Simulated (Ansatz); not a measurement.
**Au: a tetragonal deformation path**

An exercise on one series of results from a longer session: the logs are not shown, and one member is left open.

The COD cell was measured well above room temperature, so it is larger than a cold one.

Computed with Ansatz 0.2.0 (DFT PBEsol, scalar-relativistic, plane waves, PAW, unless a step's input says otherwise).

2 further runs of the same task are left out: 2 set aside as unsound or not needed. Runs told in other sessions of the task aren't counted.

### The structure to begin with

The structure is cubic, space group Fm-3m (No. 225). Conventional cell: a = 4.084 Å, b = 4.084 Å, c = 4.084 Å, α = 90.00°, β = 90.00°, γ = 90.00°. Au (site symmetry m-3m) is surrounded by 12 Au at 2.89 Å.

Coordinates:

```cif
data_structure
_symmetry_space_group_name_H-M 'P 1'
_symmetry_Int_Tables_number 1
_cell_length_a 2.8877
_cell_length_b 2.8877
_cell_length_c 2.8877
_cell_angle_alpha 60.000
_cell_angle_beta 60.000
_cell_angle_gamma 60.000
_cell_volume 17.03
loop_
_atom_site_label
_atom_site_type_symbol
_atom_site_fract_x
_atom_site_fract_y
_atom_site_fract_z
_atom_site_occupancy
Au1 Au 0.00000 0.00000 0.00000 1
```

This cell was relaxed beforehand with the same method: volume 17.03 Å³/atom, gap on the mesh none (metal).

The first run:

input.yaml

```yaml
crystal:
  lattice:
    - [0.0, 2.0419343853, 2.0419343853]
    - [2.0419343853, 0.0, 2.0419343853]
    - [2.0419343853, 2.0419343853, 0.0]
  atoms:
    - { symbol: Au, position: [0.0, 0.0, 0.0] }
basis:
  ecutwfc: 420
kpoints:
  mp_grid: { grid: [28, 28, 28] }
hamiltonian:
  xc: pbesol
scf:
  occupations: { method: gaussian, width: 0.15 }
output:
  forces: true
  stress: true
  eigenvalues: true
  write_density: true
  write_potential: true
  elf: true
  volumetric_format: npy
```

Command:

```console
ansatz run input.yaml --threads 1 --pin off --max-ram 2560MiB --backend cpu --events-out ev --progress --plain --runs-dir out
```

Steps of the session up to this table: Zero of the scan; ρ = 0.707; At ρ = 1.414; Point ρ = 0.850; At ρ = 1.200; At ρ = 0.780; ρ = 1.300; At ρ = 0.920; At ρ = 1.100; Point ρ = 0.650; Point ρ = 1.500.

One of the session's tables, all rows but one given; the rest of the session is left out.

It belongs to the step «The scan collected». The scan, with free energies counted from the undisturbed cell:

```
    ρ  ΔE (meV/atom)  pressure (GPa)
0.650           19.1             0.4
0.707           21.2             0.3
0.780           18.3             0.3
0.850           12.2             0.2
0.920            5.2             0.0
1.000            0.0            -0.1
1.100           13.1             0.4
1.200              ?               ?
1.300          159.2             6.9
1.414          337.5            14.5
1.500          514.0            21.8
```

Estimate the missing values for ρ = 1.200.

Worked estimate for «ΔE (meV/atom)». A straight line through the neighbours (1.100, 13.1) and (1.300, 159.2) gives 13.1 + (159.2 − 13.1) × (1.200 − 1.100) / (1.300 − 1.100) = 86.1; a parabola fitted to 4 rows on both sides gives 62.4.

The run gave: ΔE (meV/atom): 61.3; pressure (GPa): 2.6. In «ΔE (meV/atom)» the line misses by +24.8 and the parabola by +1.1.
